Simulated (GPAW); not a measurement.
# NbTe (P-6m2) in GPAW: a series of runs

The runs below take NbTe through band structure, with RPBE, revPBE, BLYP, r2SCAN.

All numbers are computed with GPAW 26.7.0; they aren't measurements. Logs are shortened: lines on timing, memory, paths and dates and some standing lists are left out, and cuts for length are marked. The log counts tension as positive stress, the text compression.

## Step 1: Starting point

Symmetry: P-6m2, No. 187, hexagonal system. The conventional cell has a = 3.703 Å, b = 3.703 Å, c = 3.694 Å, α = 90.00°, β = 90.00°, γ = 120.00°. Around Te (site symmetry -6m2) lie 6 Nb at 2.83 Å. Around Nb (site symmetry -6m2) lie 6 Te at 2.83 Å.

The cell comes from a database or a generator and needn't be the stable form of this composition.

## Step 2: Band structure, RPBE

run.py

```python
from ase.dft.bandgap import bandgap
from ase.io import read, write
from ase.units import GPa
from gpaw import GPAW, PW

atoms = read('POSCAR')

calc = GPAW(mode=PW(600),
            xc='RPBE',
            kpts={'size': (8, 8, 7), 'gamma': True},
            occupations={'name': 'fermi-dirac', 'width': 0.05},
            nbands=20,
            convergence={'density': 1e-05, 'energy': 1e-05},
            maxiter=150,
            txt='gpaw.txt')
atoms.calc = calc
energy = atoms.get_potential_energy()
forces = atoms.get_forces()
stress = atoms.get_stress()
calc.write('gs.gpw')
write('result.traj', atoms)
print(f'Energy: {energy:.6f} eV')
print('Forces (eV/A):')
print(forces.round(4))
print('Stress (GPa):', (stress / GPa).round(3))
print('Fermi level:', round(calc.get_fermi_level(), 4), 'eV')
print(f'Gap: {bandgap(calc)[0]:.4f} eV, direct: {bandgap(calc, direct=True)[0]:.4f} eV')

path = atoms.cell.bandpath('GMKGALHA,LM,KH', npoints=100, eps=1e-4)
bs_calc = calc.fixed_density(kpts=path, symmetry='off', nbands=32,
                             convergence={'bands': 'CBM+6.0', 'eigenstates': 1e-6}, txt='bands.txt')
bs = bs_calc.band_structure()
bs.write('bs.json')
print(f'Gap on the path: {bandgap(bs_calc)[0]:.4f} eV')
```

POSCAR

```
NbTe
1.0
    3.7029743866      0.0000000000      0.0000000000
   -1.8514871933      3.2068698884      0.0000000000
    0.0000000000      0.0000000000      3.6942110000
Te Nb
1 1
Direct
    0.6666666667      0.3333333333      0.0000000000
    0.0000000000      0.0000000000      0.5000000000
```

Potentials or basis: the program's PAW data sets (release 1.2.1) made for this functional, pw.

Launch:

```bash
$ OMP_NUM_THREADS=1 python run.py
```

gpaw.txt:

```text
__  _  _
 | _ |_)|_||  |
 |__||  | ||/\| - 26.7.0

Input parameters:
  mode=PW(ecut=600.0),
  convergence={'density': 1e-05, 'energy': 1e-05},
  kpts=MonkhorstPack(size=(8, 8, 7), gamma=True),
  maxiter=150,
  nbands=20,
  occupations=Occupations(name='fermi-dirac', width=0.05),
  xc=XC(name='RPBE')

Diagonalizing LCAO Hamiltonian
Converting LCAO to pw mode

       Nb

            Te

Atoms  # Å, Bohr magnetons
|   | symbol |        x |        y |        z |    initial magnetic moments |
|---|--------|----------|----------|----------|-----------------------------|
| 0 |     Te | 1.851487 | 1.068957 | 0.000000 | ( 0.0000,  0.0000,  0.0000) |
| 1 |     Nb | 0.000000 | 0.000000 | 1.847106 | ( 0.0000,  0.0000,  0.0000) |

Unit cell  # Å
| periodic |         x |        y |        z |  lengths |     angles |
|----------|-----------|----------|----------|----------|------------|
|      yes |  3.702974 | 0.000000 | 0.000000 | 3.702974 |  90.000000 |
|      yes | -1.851487 | 3.206870 | 0.000000 | 3.702974 |  90.000000 |
|      yes |  0.000000 | 0.000000 | 3.694211 | 3.694211 | 120.000000 |

Number of symmetries: 12
Symmetry operations  # r_c * U_cc + t_c -> r_c
|    | kind |            matrix            |
|----|------|------------------------------|
|  0 |  σ   |  1, 1, 0,  0,-1, 0,  0, 0, 1 |
|  1 |  C2  |  1, 1, 0,  0,-1, 0,  0, 0,-1 |
|  2 |  E   |  1, 0, 0,  0, 1, 0,  0, 0, 1 |
|  3 |  σ   |  1, 0, 0,  0, 1, 0,  0, 0,-1 |
|  4 |  C3  |  0, 1, 0, -1,-1, 0,  0, 0, 1 |
|  5 |  S3  |  0, 1, 0, -1,-1, 0,  0, 0,-1 |
|  6 |  σ   |  0,-1, 0, -1, 0, 0,  0, 0, 1 |
|  7 |  C2  |  0,-1, 0, -1, 0, 0,  0, 0,-1 |
|  8 |  σ   | -1, 0, 0,  1, 1, 0,  0, 0, 1 |
|  9 |  C2  | -1, 0, 0,  1, 1, 0,  0, 0,-1 |
| 10 |  C3  | -1,-1, 0,  1, 0, 0,  0, 0, 1 |
| 11 |  S3  | -1,-1, 0,  1, 0, 0,  0, 0,-1 |

BZ-sampling:
  Number of BZ points: 448
  Number of IBZ points: 40

  Monkhorst-Pack size: [8, 8, 7]
  Monkhorst-Pack shift: [0.0625, 0.0625, 0.0]

K-points  # in reciprocal-cell coordinates
|     |                                coordinates |     weight |
|-----|--------------------------------------------|------------|
|   0 | (  0.00000000,   0.00000000,   0.00000000) | 0.00223214 |
|   1 | (  0.00000000,   0.00000000,   0.14285714) | 0.00446429 |
|   2 | (  0.00000000,   0.00000000,   0.28571429) | 0.00446429 |
|   3 | (  0.00000000,   0.00000000,   0.42857143) | 0.00446429 |
|   4 | (  0.12500000,   0.00000000,   0.00000000) | 0.01339286 |
|   5 | (  0.12500000,   0.00000000,   0.14285714) | 0.02678571 |
|   6 | (  0.12500000,   0.00000000,   0.28571429) | 0.02678571 |
|   7 | (  0.12500000,   0.00000000,   0.42857143) | 0.02678571 |
|   8 | (  0.25000000,  -0.12500000,   0.00000000) | 0.01339286 |
|   9 | (  0.25000000,  -0.12500000,   0.14285714) | 0.02678571 |
| ... |                                            |            |
|  39 | (  0.50000000,   0.50000000,   0.42857143) | 0.01339286 |

Plane wave coefficients: 1509
Cutoff: 600.0 eV

Spin-components: 1 (collinear spins)
Bands:           20
Projectors:      11
Spin-degeneracy: 2
Datatype:        complex128

Parallelization:
  kpt:    1
  domain: 1
  band:   1

Density:
  Valence electrons: 19.0
  Components: 1
  Grid points: [21 21 21]
  Charge: 0.0  # |e|

Potential:
  Grid points: [21 21 21]

species:
  Te:
    name:    Tellurium
    Z:       52.0
    valence: 6
    core:    46
    charge:  0.0  # [|e|]
    compensation charges:
      type: gauss
      rc: 0.36  # [Å]
      lmax: 2
    cutoffs:
      filter: 2.09  # [Å]
      core: 3.17  # [Å]
    projectors
    | kind |    occ | energy [eV] | rcut [Å] |
    |------|--------|-------------|----------|
    |   5s |  2.000 |     -15.026 |    1.180 |
    |   5p |  4.000 |      -5.917 |    1.196 |
    |    s |        |      12.185 |    1.180 |
    |    p |        |      21.294 |    1.196 |
    |    d |        |       0.000 |    1.238 |

    Using partial waves for Te as LCAO basis

  Nb:
    name:    Niobium
    Z:       41.0
    valence: 13
    core:    28
    charge:  0.0  # [|e|]
    compensation charges:
      type: gauss
      rc: 0.40  # [Å]
      lmax: 2
    cutoffs:
      filter: 2.35  # [Å]
      core: 1.51  # [Å]
    projectors
    | kind |    occ | energy [eV] | rcut [Å] |
    |------|--------|-------------|----------|
    |   4s |  2.000 |     -58.319 |    1.323 |
    |   5s |  1.000 |      -3.888 |    1.323 |
    |   4p |  6.000 |     -34.497 |    1.323 |
    |   5p |  0.000 |      -1.100 |    1.323 |
    |   4d |  4.000 |      -2.990 |    1.244 |
    |    d |        |      24.222 |    1.244 |

    Using partial waves for Nb as LCAO basis

Reference energy: -288713.457497  # eV

eigensolver:
  PPCG
  Converge bands: occupied
  niter=2

density mixing:
  MSR1-Mixer
  Pratt-step length: 0.05
  Maximum mixing coefficient: 0.75
  Old densities: 10
  SVD Regularization: 0.005
  Good broyden scale: 1.0
  Trust region scale: 1.0
  Backstep threshold: 4.0
  History deletion threshold: 6.0
  Fourier metric: weight=20.0, sigma=0.015

occupation numbers:
  Fermi-Dirac:
    width: 0.0500  # eV

poisson solver:
  ecut: 4800.0  # eV

xc functional:
  name: RPBE with 2 nearest neighbor stencil

convergence criteria:
- Maximum integral of absolute [dens]ity change: 1e-05 electrons / valence electron
- Maximum [total energy] change in last 3 cyles: 1e-05 eV / valence electron
- Maximum integral of absolute [eigenst]ate change: 4e-08 eV^2 / valence electron
maximum number of iterations: 150

SCF iterations
|iter     | |      energy | eigst |  dens |
|---------|-|-------------|-------|-------|
|iter:   1| |  -13.393383 | +0.13 |       |
|iter:   2| |  -13.275529 | -2.19 | -1.09 |
|iter:   3| |  -12.930187 | -1.53 | -1.14 |
|iter:   4| |  -12.929843 | -3.20 | -1.67 |
|iter:   5| |  -12.930160 | -3.35 | -2.00 |
|iter:   6| |  -12.930221 | -4.55 | -2.60 |
|iter:   7| |  -12.930233c| -5.96 | -3.42 |
|iter:   8| |  -12.930233c| -7.52c| -4.06 |
|iter:   9| |  -12.930233c| -7.58c| -4.78 |
|iter:  10| |  -12.930233c| -8.40c| -5.54c|

Converged in 10 steps
Energy contributions relative to reference atoms: (reference = -288713.457497)

Energy contributions:
  Kinetic:           8.212695
  Coulomb:         -10.788792
  Zero:              0.028175
  External:          0.000000
  Xc:              -10.376562
  Entropy:          -0.011499
  Spinorbit:         0.000000
  ----------------------------
  Free energy:     -12.935983
  Extrapolated:    -12.930233

dipole moment: (-3.944203, -13.307379, -15.642094)  # |e|*Ang

Fermi level: 10.980
Eigenvalues  # (at kpt = [0.000, 0.000, 0.000])
| band index |      eig [eV] | occ [0-2] |
|------------|---------------|-----------|
|          0 |       -44.655 |     2.000 |
|          1 |       -20.891 |     2.000 |
|          2 |       -20.698 |     2.000 |
|          3 |       -20.698 |     2.000 |
|          4 |        -3.245 |     2.000 |
|          5 |         7.821 |     2.000 |
|          6 |         7.821 |     2.000 |
|          7 |         7.980 |     2.000 |
|          8 |         8.614 |     2.000 |
|          9 |        11.106 |     0.148 |
|         10 |        11.106 |     0.148 |
|         11 |        13.412 |     0.000 |
|         12 |        13.412 |     0.000 |
|         13 |        13.875 |     0.000 |
|         14 |        16.955 |     0.000 |
|         15 |        18.066 |     0.000 |
|         16 |        18.066 |     0.000 |
|        ... |               |           |
|         19 |        23.943 |     0.000 |

No gap
No difference between direct/indirect transitions

Forces  # eV/Ang
|       x |        y |       z |
|---------|----------|---------|
| 0.00000 |  0.00000 | 0.00000 |  # Te   0
| 0.00000 | -0.00000 | 0.00000 |  # Nb   1

Stress tensor  # eV/Ang^3
|         x |         y |         z |
|-----------|-----------|-----------|
| -0.002529 |  0.000000 |  0.000000 |
|  0.000000 | -0.002529 |  0.000000 |
|  0.000000 |  0.000000 | -0.007497 |

# Writing to gs.gpw (mode='')
```

Run time: 50 s. Hardware: 1 thread of Arm Neoverse V2, shared host; peak memory 0.29 GiB.

What came out:

```yaml
Free_energy: -12.9360 eV
Pressure: 0.7 GPa
Band_gap_along_the_path: none (metal or under the smearing width)
```

Stress tensor (GPa, compression positive):
```
0.41 0.00 0.00
0.00 0.41 0.00
0.00 0.00 1.20
```

Levels at the corners of the path, in eV from the Fermi level:
| point | band 5 | band 6 | band 7 | band 8 | band 9 | band 10 | band 11 | band 12 | band 13 | band 14 |
| --- | --- | --- | --- | --- | --- | --- | --- | --- | --- | --- |
| Γ | -14.22 | -3.16 | -3.16 | -3.00 | -2.37 | 0.13 | 0.13 | 2.43 | 2.43 | 2.90 |
| M | -12.56 | -7.20 | -3.84 | -2.64 | -2.63 | -0.20 | 1.22 | 1.49 | 3.02 | 3.83 |
| K | -12.32 | -6.50 | -5.46 | -3.77 | -0.95 | -0.13 | 0.20 | 0.40 | 4.61 | 6.47 |
| Γ | -14.22 | -3.16 | -3.16 | -3.00 | -2.37 | 0.13 | 0.13 | 2.43 | 2.43 | 2.90 |
| A | -12.89 | -7.54 | -2.62 | -2.62 | -0.97 | -0.97 | 0.66 | 1.64 | 1.64 | 5.32 |
| L | -12.19 | -5.98 | -5.90 | -4.25 | -1.38 | 1.15 | 1.26 | 1.80 | 2.81 | 4.45 |
| H | -12.05 | -6.25 | -5.77 | -4.50 | -1.12 | 1.12 | 1.67 | 2.16 | 2.78 | 3.33 |
| A | -12.89 | -7.54 | -2.62 | -2.62 | -0.97 | -0.97 | 0.66 | 1.64 | 1.64 | 5.32 |
| L | -12.19 | -5.98 | -5.90 | -4.25 | -1.38 | 1.15 | 1.26 | 1.80 | 2.81 | 4.45 |
| M | -12.56 | -7.20 | -3.84 | -2.64 | -2.63 | -0.20 | 1.22 | 1.49 | 3.02 | 3.83 |
| K | -12.32 | -6.50 | -5.46 | -3.77 | -0.95 | -0.13 | 0.20 | 0.40 | 4.61 | 6.47 |
| H | -12.05 | -6.25 | -5.77 | -4.50 | -1.12 | 1.12 | 1.67 | 2.16 | 2.78 | 3.33 |

Caveat: spin-orbit coupling is left out, which moves the levels of the heavy elements.

## Step 3: Band structure, revPBE

Changes to run.py since step 2:

```diff
@@ -5,6 +5,6 @@
 
-atoms = read('POSCAR')
+atoms = read('NbTe.xyz')
 
 calc = GPAW(mode=PW(600),
-            xc='RPBE',
+            xc='revPBE',
             kpts={'size': (8, 8, 7), 'gamma': True},
```

NbTe.xyz

```xyz
2
Lattice="3.7029743866 0.0000000000 0.0000000000 -1.8514871933 3.2068698884 0.0000000000 0.0000000000 0.0000000000 3.6942110000" Properties=species:S:1:pos:R:3 pbc="T T T"
Te     1.8514871935      1.0689566294      0.0000000000
Nb     0.0000000000      0.0000000000      1.8471055000
```

Potentials or basis: the program's PAW data sets (release 1.2.1) made for this functional, pw.

Launch:

```bash
$ OMP_NUM_THREADS=1 python run.py
```

gpaw.txt:

```text
__  _  _
 | _ |_)|_||  |
 |__||  | ||/\| - 26.7.0

Input parameters:
  mode=PW(ecut=600.0),
  convergence={'density': 1e-05, 'energy': 1e-05},
  kpts=MonkhorstPack(size=(8, 8, 7), gamma=True),
  maxiter=150,
  nbands=20,
  occupations=Occupations(name='fermi-dirac', width=0.05),
  xc=XC(name='revPBE')

Diagonalizing LCAO Hamiltonian
Converting LCAO to pw mode

       Nb

            Te

Atoms  # Å, Bohr magnetons
|   | symbol |        x |        y |        z |    initial magnetic moments |
|---|--------|----------|----------|----------|-----------------------------|
| 0 |     Te | 1.851487 | 1.068957 | 0.000000 | ( 0.0000,  0.0000,  0.0000) |
| 1 |     Nb | 0.000000 | 0.000000 | 1.847106 | ( 0.0000,  0.0000,  0.0000) |

Unit cell  # Å
| periodic |         x |        y |        z |  lengths |     angles |
|----------|-----------|----------|----------|----------|------------|
|      yes |  3.702974 | 0.000000 | 0.000000 | 3.702974 |  90.000000 |
|      yes | -1.851487 | 3.206870 | 0.000000 | 3.702974 |  90.000000 |
|      yes |  0.000000 | 0.000000 | 3.694211 | 3.694211 | 120.000000 |

Number of symmetries: 12
Symmetry operations  # r_c * U_cc + t_c -> r_c
|    | kind |            matrix            |
|----|------|------------------------------|
|  0 |  σ   |  1, 1, 0,  0,-1, 0,  0, 0, 1 |
|  1 |  C2  |  1, 1, 0,  0,-1, 0,  0, 0,-1 |
|  2 |  E   |  1, 0, 0,  0, 1, 0,  0, 0, 1 |
|  3 |  σ   |  1, 0, 0,  0, 1, 0,  0, 0,-1 |
|  4 |  C3  |  0, 1, 0, -1,-1, 0,  0, 0, 1 |
|  5 |  S3  |  0, 1, 0, -1,-1, 0,  0, 0,-1 |
|  6 |  σ   |  0,-1, 0, -1, 0, 0,  0, 0, 1 |
[... 133 lines left out ...]
- Maximum [total energy] change in last 3 cyles: 1e-05 eV / valence electron
- Maximum integral of absolute [eigenst]ate change: 4e-08 eV^2 / valence electron
maximum number of iterations: 150

SCF iterations
|iter     | |      energy | eigst |  dens |
|---------|-|-------------|-------|-------|
|iter:   1| |  -13.553038 | +0.13 |       |
|iter:   2| |  -13.438138 | -2.19 | -1.10 |
|iter:   3| |  -13.099469 | -1.55 | -1.14 |
|iter:   4| |  -13.098695 | -3.21 | -1.68 |
|iter:   5| |  -13.098825 | -3.38 | -2.00 |
|iter:   6| |  -13.098867c| -4.58 | -2.60 |
|iter:   7| |  -13.098878c| -6.03 | -3.43 |
|iter:   8| |  -13.098877c| -7.59c| -4.07 |
|iter:   9| |  -13.098878c| -7.66c| -4.79 |
|iter:  10| |  -13.098878c| -8.48c| -5.55c|

Converged in 10 steps
Energy contributions relative to reference atoms: (reference = -288708.764930)

Energy contributions:
  Kinetic:           7.917843
  Coulomb:         -10.555908
  Zero:              0.031289
  External:          0.000000
  Xc:              -10.486351
  Entropy:          -0.011502
  Spinorbit:         0.000000
  ----------------------------
  Free energy:     -13.104629
  Extrapolated:    -13.098878

dipole moment: (-3.946497, -13.308001, -15.651066)  # |e|*Ang

Fermi level: 10.956
Eigenvalues  # (at kpt = [0.000, 0.000, 0.000])
| band index |      eig [eV] | occ [0-2] |
|------------|---------------|-----------|
|          0 |       -44.672 |     2.000 |
|          1 |       -20.907 |     2.000 |
|          2 |       -20.714 |     2.000 |
|          3 |       -20.714 |     2.000 |
|          4 |        -3.274 |     2.000 |
|          5 |         7.796 |     2.000 |
[... 9 lines left out ...]
|         15 |        18.047 |     0.000 |
|         16 |        18.047 |     0.000 |
|        ... |               |           |
|         19 |        23.907 |     0.000 |

No gap
No difference between direct/indirect transitions

Forces  # eV/Ang
|       x |       y |       z |
|---------|---------|---------|
| 0.00000 | 0.00000 | 0.00000 |  # Te   0
| 0.00000 | 0.00000 | 0.00000 |  # Nb   1

Stress tensor  # eV/Ang^3
|         x |        y |         z |
|-----------|----------|-----------|
|  0.001076 | 0.000000 |  0.000000 |
| -0.000000 | 0.001076 |  0.000000 |
|  0.000000 | 0.000000 | -0.003217 |

# Writing to gs.gpw (mode='')
```

stdout:

```text
Energy: -13.098878 eV
Forces (eV/A):
[[0. 0. 0.]
 [0. 0. 0.]]
Stress (GPa): [ 0.172  0.172 -0.515  0.     0.     0.   ]
Fermi level: 10.9558 eV
Gap: 0.0000 eV, direct: 0.0000 eV
Gap on the path: 0.0000 eV
```

It took 50 s on 1 thread of Arm Neoverse V2, shared host; peak memory 0.29 GiB.

What came out:

- Free energy: -13.1046 eV
- Pressure: 0.1 GPa
- Band gap along the path: none (metal or under the smearing width)

Stress tensor (GPa, compression positive):
```
-0.17  0.00  0.00
 0.00 -0.17  0.00
 0.00  0.00  0.52
```

Levels at the corners of the path, in eV from the Fermi level:
```csv
point,band 5,band 6,band 7,band 8,band 9,band 10,band 11,band 12,band 13,band 14
Γ,-14.23,-3.16,-3.16,-3.00,-2.37,0.13,0.13,2.43,2.43,2.88
M,-12.57,-7.20,-3.84,-2.64,-2.63,-0.20,1.22,1.49,3.02,3.83
K,-12.32,-6.50,-5.46,-3.77,-0.95,-0.13,0.20,0.40,4.61,6.48
Γ,-14.23,-3.16,-3.16,-3.00,-2.37,0.13,0.13,2.43,2.43,2.88
A,-12.89,-7.54,-2.62,-2.62,-0.97,-0.97,0.66,1.64,1.64,5.31
L,-12.19,-5.98,-5.90,-4.25,-1.38,1.15,1.26,1.80,2.80,4.45
H,-12.06,-6.25,-5.77,-4.50,-1.12,1.12,1.67,2.15,2.78,3.34
A,-12.89,-7.54,-2.62,-2.62,-0.97,-0.97,0.66,1.64,1.64,5.31
L,-12.19,-5.98,-5.90,-4.25,-1.38,1.15,1.26,1.80,2.80,4.45
M,-12.57,-7.20,-3.84,-2.64,-2.63,-0.20,1.22,1.49,3.02,3.83
K,-12.32,-6.50,-5.46,-3.77,-0.95,-0.13,0.20,0.40,4.61,6.48
H,-12.06,-6.25,-5.77,-4.50,-1.12,1.12,1.67,2.15,2.78,3.34
```

Caveat: spin-orbit coupling is left out, which moves the levels of the heavy elements.

## Step 4: Band structure, BLYP

Changes to run.py since step 3:

```diff
@@ -3,3 +3,5 @@
 from ase.units import GPa
-from gpaw import GPAW, PW
+from gpaw import GPAW, PW, setup_paths
+
+setup_paths.insert(0, '.')
 
@@ -8,3 +10,3 @@
 calc = GPAW(mode=PW(600),
-            xc='revPBE',
+            xc='BLYP',
             kpts={'size': (8, 8, 7), 'gamma': True},
@@ -13,2 +15,3 @@
             convergence={'density': 1e-05, 'energy': 1e-05},
+            eigensolver='davidson',
             maxiter=150,
```

NbTe.xyz is that of step 3.

Potentials or basis: PAW data sets generated in the run's folder for this functional, pw.

Launch:

```bash
$ gpaw-setup -f BLYP Nb Te
$ OMP_NUM_THREADS=1 python run.py
```

Wall time 49 s (1 thread of Arm Neoverse V2, shared host); peak memory 0.28 GiB.

It converged, with:

```yaml
Free_energy: -11.6307 eV
Pressure: 5.5 GPa
Band_gap_along_the_path: none (metal or under the smearing width)
```

Stress tensor (GPa, compression positive):
```
5.41 0.00 0.00
0.00 5.41 0.00
0.00 0.00 5.77
```

Levels at the corners of the path, in eV from the Fermi level:
```
point  band 6  band 7  band 8  band 9  band 10  band 11  band 12  band 13
    Γ   -3.18   -3.18   -2.87   -2.38     0.10     0.10     2.38     2.38
    M   -7.08   -3.86   -2.63   -2.52    -0.21     1.19     1.44     3.01
    K   -6.41   -5.33   -3.80   -0.92    -0.16     0.20     0.43     4.53
    Γ   -3.18   -3.18   -2.87   -2.38     0.10     0.10     2.38     2.38
    A   -7.42   -2.66   -2.66   -0.96    -0.95     0.63     1.62     1.62
    L   -5.88   -5.80   -4.26   -1.24     1.11     1.23     1.83     2.80
    H   -6.18   -5.67   -4.42   -1.02     1.09     1.62     2.22     2.72
    A   -7.42   -2.66   -2.66   -0.96    -0.95     0.63     1.62     1.62
    L   -5.88   -5.80   -4.26   -1.24     1.11     1.23     1.83     2.80
    M   -7.08   -3.86   -2.63   -2.52    -0.21     1.19     1.44     3.01
    K   -6.41   -5.33   -3.80   -0.92    -0.16     0.20     0.43     4.53
    H   -6.18   -5.67   -4.42   -1.02     1.09     1.62     2.22     2.72
```

Caveat: spin-orbit coupling is left out, which moves the levels of the heavy elements.

(Continued in part 2 of 2.)
